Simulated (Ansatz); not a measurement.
# Hf3Br: the cost of one run

Computed with Ansatz 0.2.0 (DFT PBE, scalar-relativistic, plane waves, PAW, unless a step's input says otherwise).

1 further run of the same task is left out (it didn't finish).

## 1. The system as given

Symmetry: P-6m2, No. 187, hexagonal system. Conventional cell: a = 3.311 Å, b = 3.311 Å, c = 10.314 Å, α = 90.00°, β = 90.00°, γ = 120.00°. Hf (site symmetry -6m2) has 12 Hf at 3.11 to 3.31 Å as nearest neighbours. Hf (site symmetry 3m) has 9 Hf at 3.11 to 3.31 Å and 3 Br at 3.31 Å as nearest neighbours. Br (site symmetry -6m2) is surrounded by 6 Hf at 3.31 Å and 6 Br at 3.31 Å.

Coordinates:

```cif
data_structure
_symmetry_space_group_name_H-M 'P-6m2'
_symmetry_Int_Tables_number 187
_cell_length_a 3.3109
_cell_length_b 3.3109
_cell_length_c 10.3141
_cell_angle_alpha 90.000
_cell_angle_beta 90.000
_cell_angle_gamma 120.000
_cell_volume 97.92
loop_
_atom_site_label
_atom_site_type_symbol
_atom_site_symmetry_multiplicity
_atom_site_Wyckoff_symbol
_atom_site_fract_x
_atom_site_fract_y
_atom_site_fract_z
_atom_site_occupancy
Hf1 Hf 1 a 0.00000 0.00000 0.00000 1
Hf2 Hf 2 i 0.66667 0.33333 0.76162 1
Br1 Br 1 b 0.00000 0.00000 0.50000 1
```

The cell is invented: species swapped into a database cell of Co3Ir (P-6m2, No. 187), with Hf on the Co sites and Br on the Ir sites. The dimensions are guesses.

## 2. A first look at the guess

input.yaml reads:

```yaml
crystal:
  lattice:
    - [3.31091517, 0.0, 0.0]
    - [-1.65545759, 2.86733665, 0.0]
    - [0.0, 0.0, 10.31405991]
  atoms:
    - { symbol: Hf, position: [0.0, 0.0, 0.0] }
    - { symbol: Hf, position: [0.66666667, 0.33333333, 0.76162153] }
    - { symbol: Hf, position: [0.66666667, 0.33333333, 0.23837847] }
    - { symbol: Br, position: [0.0, 0.0, 0.5] }
basis:
  ecutwfc: 420
kpoints:
  mp_grid: { grid: [6, 6, 2] }
hamiltonian:
  xc: pbe
scf:
  occupations: { method: gaussian, width: 0.1 }
  lower_state_search: "off"
output:
  forces: true
  stress: true
  eigenvalues: true
```

Command:

```
ansatz run input.yaml --threads 1 --pin off --max-ram 2560MiB --backend cpu --events-out ev --progress --plain --runs-dir out
```

Q: Estimate wall time and peak memory on 1 thread of Intel Xeon Platinum 8488C (Sapphire Rapids), shared host.

About 5.1 s, with a peak of 0.38 GiB.
